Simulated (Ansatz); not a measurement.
I need a relaxation of cell and ions of ScBPt₃, space group Pm-3m. Use the Ansatz DFT code, driven from Python. Use: PBEsol, PAW, cutoff 463 eV, 5×5×5 k-points, Fermi-Dirac smearing of 0.15 eV.

The script reads `scbpt3.vasp`:
```text
ScBPt3
1.0
   4.26215600    0.00000000    0.00000000
   0.00000000    4.26215600    0.00000000
   0.00000000    0.00000000    4.26215600
Sc B Pt
1 1 3
Direct
   0.00000000    0.00000000    0.00000000
   0.50000000    0.50000000    0.50000000
   0.00000000    0.50000000    0.50000000
   0.50000000    0.50000000    0.00000000
   0.50000000    0.00000000    0.50000000
```

Script `scbpt3.py`:
```python
# -*- coding: utf-8 -*-
'''Variable-cell relaxation of ScBPt3.'''

from pathlib import Path
import warnings

import ansatz as az
from ase import Atoms
from ase.data import atomic_numbers
from ase.io import write
from ase.io import read
from ase.io.cube import read_cube_data
from ase.units import Bohr
import numpy as np
import spglib

def edges_and_angles(cell):
    cell = np.asarray(cell)
    a, b, c = np.linalg.norm(cell, axis=1)
    cosines = cell[1] @ cell[2] / (b * c), cell[0] @ cell[2] / (a * c), cell[0] @ cell[1] / (a * b)
    return (a, b, c, *np.degrees(np.arccos(cosines)))

warnings.simplefilter('ignore', az.DeckWarning)

atoms = read('scbpt3.vasp', format='vasp')
xtal = az.Crystal.from_ase(atoms)

# part of the cell is held
job = (
    xtal.calculation()
    .functional('pbesol')
    .basis(17 * az.Ha)
    .kpoints(5)
    .occupations(az.OccupationsMethod.FERMI_DIRAC, width=0.15)
    .relax(fix_cell=['c', 'angles'], stress_tolerance=0.01)
    .density()
    .output_files(volumetric_format='cube')
    .density_of_states(energy_step=0.1, projected=True)
)
steps = []


def collect(event):
    if event['event'] == 'relax_step':
        steps.append(event['data'])


out = job.session().plan().execute(on_event=collect)
summary = out.report
for s in steps:
    flag = '' if s['accepted'] else '  (rejected)'
    print('step %2d  E = %.5f eV  largest force component = %.4f eV/A%s' % (s['step'], s['lagrangian_ev'], s['allowed_force_max_ev_ang'], flag))

first, last = steps[0], steps[-1]
symbols = [site.symbol for site in out.lattice.sites]
print(f'energy gained {first["lagrangian_ev"] - last["lagrangian_ev"]:.4f} eV in {len(steps) - 1} steps')
for label, vectors in (('before', first['cell_ang']), ('after', out.lattice.cell_ang)):
    print(label, 'a b c (A) {:.4f} {:.4f} {:.4f}  angles {:.2f} {:.2f} {:.2f}'.format(*edges_and_angles(vectors)), f' V = {abs(np.linalg.det(vectors)):.3f} A^3')
print('final stress xx yy zz (GPa, compression positive):', np.round(np.diag(summary['stress_gpa']), 3) + 0.0)

print('atom   start x y z (A)              end x y z (A)')
for symbol, a, b in zip(symbols, first['positions_ang'], last['positions_ang']):
    print(f'{symbol:3s}', ' '.join(f'{v:8.4f}' for v in a), '  ', ' '.join(f'{v:8.4f}' for v in b))

fractions = [site.position_frac for site in out.lattice.sites]
numbers = [atomic_numbers[s] for s in symbols]
for tolerance in (1e-3, 1e-2, 1e-1):
    print(f'space group at {tolerance} A:', spglib.get_spacegroup((out.lattice.cell_ang, fractions, numbers), symprec=tolerance))

relaxed = Atoms(symbols, positions=[site.position_ang for site in out.lattice.sites], cell=out.lattice.cell_ang, pbc=True)
write('relaxed.vasp', relaxed, format='vasp')

print('relaxed fractional positions')
for site in out.lattice.sites:
    print(f'  {site.symbol:2s}', ' '.join(f'{v % 1:8.5f}' for v in np.round(site.position_frac, 5)))

energy = summary['free_energy_ev']
print('ScBPt3: {:.6f} eV = {:.6f} Ry = {:.6f} Ha'.format(energy, energy / 13.605693, energy / 27.211386))
print('Fermi level {:.4f} eV, {} k-points, {} symmetry operations'.format(summary['fermi_energy_ev'], summary['n_kpoints'], summary['n_symmetry_ops']))

# cube files hold the density in electrons per cubic bohr
folder = Path(out.write_results('cubes'))
print('\n'.join((folder / 'rho.cube').read_text().splitlines()[: 6 + 5]))
values, cube_atoms = read_cube_data(str(folder / 'rho.cube'))
print('electrons from the file:', round(values.mean() * cube_atoms.get_volume() / Bohr ** 3, 3))

# first and second moments of the projected d states
dos = out.density_of_states()
energy = np.asarray(dos.energies_ev) - dos.fermi_ev
window = (energy > -10) & (energy < 3)
for index, site in enumerate(out.projected_density_of_states().sites):
    for shell in site.shells:
        if shell.l == 2:
            g = sum(np.sum(part.g_bin_mean_per_ev, axis=0) for part in shell.curves)[window]
            if g.sum() > 1e-6:
                centre = (g * energy[window]).sum() / g.sum()
                width = np.sqrt((g * (energy[window] - centre) ** 2).sum() / g.sum())
                print(f'site {index} {site.species} {shell.label}: centre {centre:.3f} eV, rms width {width:.3f} eV')
```

```console
$ python scbpt3.py
step  1  E = -39418.68786 eV  largest force component = 0.0000 eV/A
step  2  E = -39418.74142 eV  largest force component = 0.0000 eV/A
step  3  E = -39418.74957 eV  largest force component = 0.0000 eV/A
step  4  E = -39418.74965 eV  largest force component = 0.0000 eV/A
step  5  E = -39418.74892 eV  largest force component = 0.0000 eV/A
step  6  E = -39418.74892 eV  largest force component = 0.0000 eV/A
step  7  E = -39418.74892 eV  largest force component = 0.0000 eV/A
energy gained 0.0611 eV in 6 steps
before a b c (A) 4.2622 4.2622 4.2622  angles 90.00 90.00 90.00  V = 77.426 A^3
after a b c (A) 4.1900 4.1900 4.2622  angles 90.00 90.00 90.00  V = 74.827 A^3
final stress xx yy zz (GPa, compression positive): [ 0.     0.    -2.761]
atom   start x y z (A)              end x y z (A)
Sc    0.0000   0.0000   0.0000      0.0000   0.0000   0.0000
B     2.1311   2.1311   2.1311      2.0950   2.0950   2.1311
Pt    0.0000   2.1311   2.1311     -0.0000   2.0950   2.1311
Pt    2.1311   2.1311   0.0000      2.0950   2.0950   0.0000
Pt    2.1311   0.0000   2.1311      2.0950  -0.0000   2.1311
space group at 0.001 A: P4/mmm (123)
space group at 0.01 A: P4/mmm (123)
space group at 0.1 A: Pm-3m (221)
relaxed fractional positions
  Sc  0.00000  0.00000  0.00000
  B   0.50000  0.50000  0.50000
  Pt  0.00000  0.50000  0.50000
  Pt  0.50000  0.50000  0.00000
  Pt  0.50000  0.00000  0.50000
ScBPt3: -39418.748917 eV = -2897.224634 Ry = -1448.612317 Ha
Fermi level 18.5728 eV, 18 k-points, 16 symmetry operations
ansatz rho
values in e/bohr^3 (x slowest, z fastest)
    5    0.000000    0.000000    0.000000
   30    0.263933   -0.000000    0.000000
   30   -0.000000    0.263933    0.000000
   30    0.000000    0.000000    0.268477
   21   21.000000    0.000000    0.000000    0.000000
    5    5.000000    3.958993    3.958993    4.027154
   78   78.000000   -0.000000    3.958993    4.027154
   78   78.000000    3.958993    3.958993    0.000000
   78   78.000000    3.958993   -0.000000    4.027154
electrons from the file: 68.0
site 0 Sc 3D: centre 0.569 eV, rms width 2.106 eV
site 2 Pt 5D: centre -3.554 eV, rms width 2.117 eV
site 3 Pt 5D: centre -3.481 eV, rms width 2.076 eV
site 4 Pt 5D: centre -3.554 eV, rms width 2.117 eV
```

`relaxed.vasp`, as written:
```text
Sc B  Pt
 1.0000000000000000
     4.1900179569490996   -0.0000000000000000    0.0000000000000000
    -0.0000000000000000    4.1900179569490996    0.0000000000000000
     0.0000000000000000    0.0000000000000000    4.2621560000000001
 Sc  B   Pt
   1   1   3
Cartesian
  0.0000000000000000  0.0000000000000000  0.0000000000000000
  2.0950089784745498  2.0950089784745498  2.1310780000000000
 -0.0000000000000000  2.0950089784745498  2.1310780000000000
  2.0950089784745498  2.0950089784745498  0.0000000000000000
  2.0950089784745498 -0.0000000000000000  2.1310780000000000
```

What to keep in mind:
- Absolute energies stand on the zero of these potentials, so only differences at equal settings mean something. A total without «per atom» is that of the cell as typed.
- Spin is left out of this run.
- Forces vanish by symmetry, so the ions can't move, and the end may be a saddle.
- Part of the cell is held or a pressure is applied, so the end point needn't be the zero-pressure lattice.
- For a metal this k-point mesh is coarse: on a finer one energies can move by several to tens of meV an atom and pressures by half a GPa or more, differences at one mesh by less.
- Only differences from the Fermi energy are physical; the zero of the scale is a convention.
- Projections exist only for the shells that the potentials hold, some of them semicore, and samples at single energies can miss narrow peaks.
- Energies along a relaxation are free energies. Rows at an unchanged volume are solved on a plane-wave basis chosen afresh for that cell, so the energy jumps there and such rows are no steps of the walk.
- A Fermi-Dirac width this large means warm electrons, whose thermal share enters the free energy.
- The cell relaxed to the group P4/mmm; tensors and edges are in the axes of the typed cell.
- Spin-orbit coupling, which matters for elements this heavy, is left out.
- The fields are valence quantities on the plane-wave grid; their values near the nuclei depend on the potentials.
- The structure comes from a database of computed cells and needn't be a stable or known phase.
- The computed bands are complete only to about 4.4 eV above the Fermi level; beyond that the density of states is undercounted.
- A band centre counts only the states inside the window taken.
- The script silences the warnings on its input, which a real study should read.
- Wall time of the script: 43 s on 1 thread of Arm Neoverse N1, on a shared host, peak memory 0.51 GiB.

(A comment or docstring line of the script was reworded after the run, the code is as it ran; lines on the test bed's own set-up are left out of the output.)
